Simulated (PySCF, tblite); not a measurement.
**C₂H₁₁AlN₂: geometry, infrared bands and NMR shifts**

Wanted: the infrared bands and NMR shifts of C₂H₁₁AlN₂ (`NC[CH2][AlH2-][NH3+]`), by calculation.

Programs: tblite 0.8.0 and PySCF 2.14.0, with density-fitted response routines of our own. Each step states its level of theory. These are calculated values for one molecule in the gas phase, unless marked as measured. Atoms count from 0, in the outputs and in this text.

## 1. Starting geometry

16 atoms, charge 0, multiplicity 1; geometry from: force field or distance geometry start.

Bonds of the start (Å): N0–C1 1.46, C1–C2 1.51, C2–Al3 1.95, Al3–N4 1.89, N0–H5 1.04, N0–H6 1.05, C1–H7 1.10, C1–H8 1.10, C2–H9 1.12, C2–H10 1.12, Al3–H11 1.61, Al3–H12 1.61, N4–H13 1.06, N4–H14 1.05, N4–H15 1.05.

## 2. Optimising the geometry with GFN2-xTB

What the job is given:

```
{"job": {"kind": "relax", "xc": "GFN2-xTB", "basis": "xTB"}, "charge": 0, "multiplicity": 1}
N     -2.203800    -0.394700     0.646600
C     -1.565100     0.319200    -0.453400
C     -0.315300    -0.391400    -0.927600
Al     1.073300    -0.615900     0.426200
N      2.381500     0.733400     0.243500
H     -2.177500     0.166300     1.526600
H     -3.187500    -0.684200     0.410600
H     -2.306200     0.293100    -1.270500
H     -1.365200     1.376800    -0.230600
H      0.089700     0.267700    -1.743800
H     -0.625900    -1.384900    -1.331600
H      0.446600    -0.658000     1.908300
H      1.827500    -2.014800     0.173500
H      3.316100     0.334700    -0.051300
H      2.055700     1.423900    -0.484000
H      2.548600     1.237500     1.146100
```

Run with:

```
$ OMP_NUM_THREADS=1 python probes_run.py task.json out
```

This one command runs all jobs of the session in turn.

**Question.** This job is followed by: GFN2-xTB harmonic vibrations, gas phase; GIAO PBE0/pcSseg-1 NMR shielding, non-relativistic, gas phase. What will the session give for the following? strongest single infrared mode (GFN2-xTB); zero-point energy (GFN2-xTB); ¹³C shifts against TMS (PBE0/pcSseg-1); ¹H shifts against TMS (PBE0/pcSseg-1, means over atoms taken as alike); ¹⁵N shifts against NH3 (PBE0/pcSseg-1); ²⁷Al shifts against AlH4- (PBE0/pcSseg-1).

As calculated:

| quantity | value |
| --- | --- |
| strongest single infrared mode (GFN2-xTB) | 760 cm⁻¹, 603 km/mol |
| zero-point energy (GFN2-xTB) | 80.9 kcal/mol |
| ¹³C shifts against TMS (PBE0/pcSseg-1) | 44.0, 13.5 ppm |
| ¹H shifts against TMS (PBE0/pcSseg-1, means over atoms taken as alike) | 3.93, 3.27, 1.72, 1.70, 0.53 ppm |
| ¹⁵N shifts against NH3 (PBE0/pcSseg-1) | 65.8, 46.3 ppm |
| ²⁷Al shifts against AlH4- (PBE0/pcSseg-1) | 7.2 ppm |

What this shows: Relaxing lowered the energy by 1.553 eV in 135 steps; the close pair that moved most is N0–Al3, from 3.292 to 2.107 Å. All 42 modes are real, so the xTB geometry is a minimum. The strongest single mode, at 760 cm⁻¹, moves mainly H12 and H11. GFN2-xTB is a fitted tight-binding method: band positions and strengths are rough. Its intensities can rank the bands wrongly. At PBE0/pcSseg-1: The widest tensor belongs to Al3: span 134 ppm, with a paramagnetic part of -310 ppm.
